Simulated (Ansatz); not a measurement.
# C2H7NOS2W: small, medium and large basis sets

An exercise on one series of results from a longer session: the logs are not shown, and one member is left open.

Method: one geometry, several basis sets; program: Ansatz 0.2.0, Gaussian basis.

The runs, in order: PBE0-D4/def2-SVP; ωB97M-V/def2-SVP; PBE0-D4/def2-QZVPP; ωB97M-V/def2-QZVPP; the functionals' def2-TZVPP values are taken from earlier runs.

### Structure used throughout

All runs share one geometry, relaxed beforehand with PBE0-D4 in a triple-zeta def2 set. W takes the def2 core potential; no spin-orbit term is included.

14 atoms, charge 0, spin multiplicity 1.

Atoms are counted from 1 here; the program's logs count them from 0.

Bond lengths: C1–N2 1.451 Å, C1–H8 1.096 Å, C1–H9 1.087 Å, C1–H10 1.097 Å, N2–C3 1.453 Å, N2–W4 1.918 Å, C3–H11 1.097 Å, C3–H12 1.096 Å, C3–H13 1.088 Å, W4–O5 1.888 Å, W4–S6 2.132 Å, W4–S7 2.133 Å, O5–H14 0.960 Å. Angles: N2–C1–H8 110.1°, N2–C1–H9 110.9°, N2–C1–H10 110.0°, H8–C1–H9 108.9°, H8–C1–H10 108.1°, H9–C1–H10 108.8°, C1–N2–C3 112.1°, C1–N2–W4 126.3°, C3–N2–W4 121.7°, N2–C3–H11 110.1°, N2–C3–H12 110.1°, N2–C3–H13 111.2°, H11–C3–H12 108.4°, H11–C3–H13 108.3°, H12–C3–H13 108.7°, N2–W4–O5 108.2°, N2–W4–S6 108.4°, N2–W4–S7 108.9° and more.

The first run:

Input file in.yaml:

```yaml
crystal:
  periodic: [false, false, false]
  atoms:
    - {symbol: C, position_ang: [-0.363640, 0.045080, 1.710222]}
    - {symbol: N, position_ang: [0.140200, -0.030005, 0.351122]}
    - {symbol: C, position_ang: [1.279656, -0.924426, 0.240069]}
    - {symbol: W, position_ang: [-0.551966, 0.912721, -1.169215]}
    - {symbol: O, position_ang: [-1.703708, -0.250234, -2.109496]}
    - {symbol: S, position_ang: [-1.644886, 2.604302, -0.470368]}
    - {symbol: S, position_ang: [1.075894, 1.501446, -2.415835]}
    - {symbol: H, position_ang: [-0.686887, -0.946604, 2.047618]}
    - {symbol: H, position_ang: [-1.205640, 0.729437, 1.773604]}
    - {symbol: H, position_ang: [0.427655, 0.393861, 2.384747]}
    - {symbol: H, position_ang: [2.096540, -0.576311, 0.883604]}
    - {symbol: H, position_ang: [0.997180, -1.935322, 0.555832]}
    - {symbol: H, position_ang: [1.646306, -0.969012, -0.783847]}
    - {symbol: H, position_ang: [-1.506714, -0.554942, -2.998047]}
basis:
  gaussian: {orbitals: def2-SVP}
hamiltonian: {xc: pbe0, dispersion: d4}
output: {orbitals: {seedname: orbitals}}
```

Command:

```
> ansatz run in.yaml --threads 2 --pin off --events-out ev --progress --plain --max-ram 22528MiB --backend cpu
```

Steps of the session up to this table: PBE0-D4 in def2-SVP; ωB97M-V in def2-SVP; PBE0-D4 in def2-QZVPP; ωB97M-V in def2-QZVPP.

One of the session's tables, all rows but one given; the rest of the session is left out.

It belongs to the step «Density functionals: the series». 

```
functional       basis  HOMO (eV)  LUMO (eV)
   PBE0-D4    def2-SVP      -6.96      -2.40
   PBE0-D4  def2-TZVPP          ?          ?
   PBE0-D4  def2-QZVPP      -6.99      -2.45
   ωB97M-V    def2-SVP      -8.93      -0.40
   ωB97M-V  def2-TZVPP      -8.97      -0.46
   ωB97M-V  def2-QZVPP      -8.99      -0.52
```

Q: Estimate the row for PBE0-D4, def2-TZVPP from the others.

**Answer.** HOMO (eV): -6.97; LUMO (eV): -2.42. In the column «HOMO (eV)» it lies between PBE0-D4, def2-QZVPP (-6.99) and PBE0-D4, def2-SVP (-6.96).
